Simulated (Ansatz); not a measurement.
This script makes a check of PAW against all-electron LAPW of Sb, space group P2_1/m with the Python package of Ansatz (0.2.0).

`paw_lapw_sb.py`:
```python
# -*- coding: utf-8 -*-
"""Checking the PAW result for Sb with LAPW."""

from dataclasses import dataclass

import ansatz as az
import numpy as np


@dataclass(frozen=True)
class Settings:
    functional: str = "PBEsol"
    mesh: tuple[int, ...] = (6, 4, 4)
    smearing: str = "Marzari-Vanderbilt"
    sigma: float = 0.1
    scf_tol: float = 1e-08


settings = Settings()


def count_gap(report):
    # lowest empty less highest filled band, counting bands; zero where they overlap
    return max(report.get("gap_by_band_count_ev") or 0.0, 0.0)


def main():
    sb = (
        az.Lattice.of((3.122402, 0.0, 0.0), (0.0, 4.347518, 0.0), (-0.038915, 0.0, 4.405852))
        .atom("Sb", (0.988611, 0.75, 0.758834))
        .atom("Sb", (0.011389, 0.25, 0.241166))
    )

    job = (
        sb.calculation()
        .functional(settings.functional)
        .kpoints(mesh=settings.mesh)
        .occupations(settings.smearing, width=settings.sigma)
        .scf(tolerance=settings.scf_tol)
        .stress()  # GPa
        .forces()
        .band_table()
    )
    variants = {
        "PAW": job.pseudopotentials("paw"),
        "LAPW": job.pseudopotentials("all_electron", lapw=True),
    }
    # totals differ by the cores that each treatment holds, so compare what does not depend on them
    rows = []
    for label, variant in variants.items():
        summary = variant.run(threads=1, pin="off").report
        levels = np.array(summary["eigenvalues_ev"][0]) - summary["fermi_energy_ev"]
        print(label, "levels at the first k-point near E_F:", np.round(levels[np.abs(levels) < 5], 3))
        rows.append((label, summary["n_electrons"], np.trace(summary["stress_gpa"]) / 3, count_gap(summary)))
    print("     treatment  electrons in bands           P GPa  gap by band count eV")
    for row in rows:
        print(f"{str(row[0]):>14s}  {row[1]:18.1f}  {row[2]:14.3f}  {row[3]:20.3f}")


if __name__ == "__main__":
    main()
```

How well do the two treatments of the cores agree on the pressure?

PAW gives -1.815 GPa and LAPW -1.801 GPa, 0.014 GPa apart. They took 2.7 and 12.9 s of processor time.

The run itself:

```console
$ python paw_lapw_sb.py
DeckWarning: basis.ecutwfc = 420 eV, auto-derived from the records' recommended cutoffs: set by Sb (normal level)
DeckWarning: output.stress: scf.convergence.dr2_threshold = 1e-8 eV is looser than the 2e-10 eV advised for a printed stress (1e-10 eV for each atom of the cell: 2). What an SCF threshold leaves in a stress goes as its square root, and in the free energy as the threshold itself, and one threshold admits the most on a small cell: of the crystals measured, under no hybrid functional and no lock of the moments, on runs that ended without the residual-converged pass, on stresses that held no [...]
PAW levels at the first k-point near E_F: [-3.479 -3.347  2.171  3.178  3.402  3.532]
LAPW levels at the first k-point near E_F: [-3.481 -3.349  2.171  3.176  3.401  3.53 ]
     treatment  electrons in bands           P GPa  gap by band count eV
           PAW                30.0          -1.815                 0.000
          LAPW                46.0          -1.801                 0.000
```
(Warnings from the package without file and line, shortened.)

The settings weren't tested for convergence. The computed bands are complete only to about 4.4 eV above the Fermi level. For a metal this k-point mesh is coarse: on a finer one energies can move by several to tens of meV an atom and pressures by half a GPa or more, differences at one mesh by less. A gap by band count of zero or less means overlapping bands, a metal. This isn't the structure that Sb takes at ambient conditions. Levels are Kohn-Sham eigenvalues on this mesh, without spin-orbit coupling. Pressure is positive in compression; the treatments may keep other shells as core, so totals and counts of electrons can differ. Run time: 16 s on 1 thread of Arm Neoverse V2, on a shared host, peak memory 0.49 GiB.
